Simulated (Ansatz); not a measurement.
# C6H8N2: basis-set convergence

An exercise on one series of results from a longer session: the logs are not shown, and one member is left open.

Program: Ansatz 0.2.0, Gaussian basis. Level of theory: one geometry, several basis sets. These are calculated values, not measurements.

The runs, in order: PBE0-D4/def2-SVP; ωB97M-V/def2-SVP; PBE0-D4/def2-QZVPP; ωB97M-V/def2-QZVPP; the functionals' def2-TZVPP values are taken from earlier runs.

### The geometry

All runs share one geometry, relaxed beforehand with PBE0-D4 in a triple-zeta def2 set.

16 atoms, charge 0, spin multiplicity 1.

Atoms are counted from 1 here; the program's logs count them from 0.

Bond lengths: N1–C2 1.150 Å, C2–C3 1.455 Å, C3–C4 1.529 Å, C3–H9 1.093 Å, C3–H10 1.094 Å, C4–C5 1.518 Å, C4–H11 1.094 Å, C4–H12 1.094 Å, C5–C6 1.529 Å, C5–H13 1.094 Å, C5–H14 1.094 Å, C6–C7 1.455 Å, C6–H15 1.093 Å, C6–H16 1.094 Å, C7–N8 1.150 Å. Angles: N1–C2–C3 178.2°, C2–C3–C4 112.3°, C2–C3–H9 108.3°, C2–C3–H10 108.2°, C4–C3–H9 110.5°, C4–C3–H10 110.5°, H9–C3–H10 106.9°, C3–C4–C5 112.8°, C3–C4–H11 108.0°, C3–C4–H12 109.1°, C5–C4–H11 110.0°, C5–C4–H12 109.9°, H11–C4–H12 106.9°, C4–C5–C6 112.8°, C4–C5–H13 110.0°, C4–C5–H14 109.9°, C6–C5–H13 108.0°, C6–C5–H14 109.1° and more.

Set-up of the first run:

File in.yaml:

```yaml
crystal:
  periodic: [false, false, false]
  atoms:
    - {symbol: N, position_ang: [3.022881, 0.289841, -1.790594]}
    - {symbol: C, position_ang: [2.030348, 0.796015, -1.507159]}
    - {symbol: C, position_ang: [0.759349, 1.397112, -1.132870]}
    - {symbol: C, position_ang: [-0.242672, 0.362284, -0.621444]}
    - {symbol: C, position_ang: [0.242712, -0.362296, 0.621423]}
    - {symbol: C, position_ang: [-0.759372, -1.397081, 1.132851]}
    - {symbol: C, position_ang: [-2.030345, -0.795990, 1.507215]}
    - {symbol: N, position_ang: [-3.022864, -0.289851, 1.790757]}
    - {symbol: H, position_ang: [0.357725, 1.920692, -2.004295]}
    - {symbol: H, position_ang: [0.952195, 2.154635, -0.366814]}
    - {symbol: H, position_ang: [-1.183192, 0.878407, -0.409512]}
    - {symbol: H, position_ang: [-0.448575, -0.360906, -1.416667]}
    - {symbol: H, position_ang: [1.183212, -0.878477, 0.409522]}
    - {symbol: H, position_ang: [0.448670, 0.360915, 1.416604]}
    - {symbol: H, position_ang: [-0.357770, -1.920753, 2.004239]}
    - {symbol: H, position_ang: [-0.952300, -2.154537, 0.366753]}
basis:
  gaussian: {orbitals: def2-SVP}
hamiltonian: {xc: pbe0, dispersion: d4}
output: {orbitals: {seedname: orbitals}}
```

The run is started by

```bash
$ ansatz run in.yaml --threads 2 --pin off --events-out ev --progress --plain --max-ram 32768MiB --backend cpu
```

Steps of the session up to this table: PBE0-D4 in def2-SVP; ωB97M-V in def2-SVP; PBE0-D4 in def2-QZVPP; ωB97M-V in def2-QZVPP.

One of the session's tables, all rows but one given; the rest of the session is left out.

It belongs to the step «Functionals by basis». 

| functional | basis | HOMO (eV) | LUMO (eV) |
| --- | --- | --- | --- |
| PBE0-D4 | def2-SVP | -9.43 | 0.50 |
| PBE0-D4 | def2-TZVPP | -9.50 | 0.15 |
| PBE0-D4 | def2-QZVPP | -9.52 | -0.04 |
| ωB97M-V | def2-SVP | ? | ? |
| ωB97M-V | def2-TZVPP | -11.81 | 1.80 |
| ωB97M-V | def2-QZVPP | -11.82 | 1.34 |

Estimate the missing values for ωB97M-V, def2-SVP.

**Answer.** HOMO (eV): -11.72; LUMO (eV): 2.46. In the column «HOMO (eV)» it lies between ωB97M-V, def2-TZVPP (-11.81) and PBE0-D4, def2-QZVPP (-9.52).
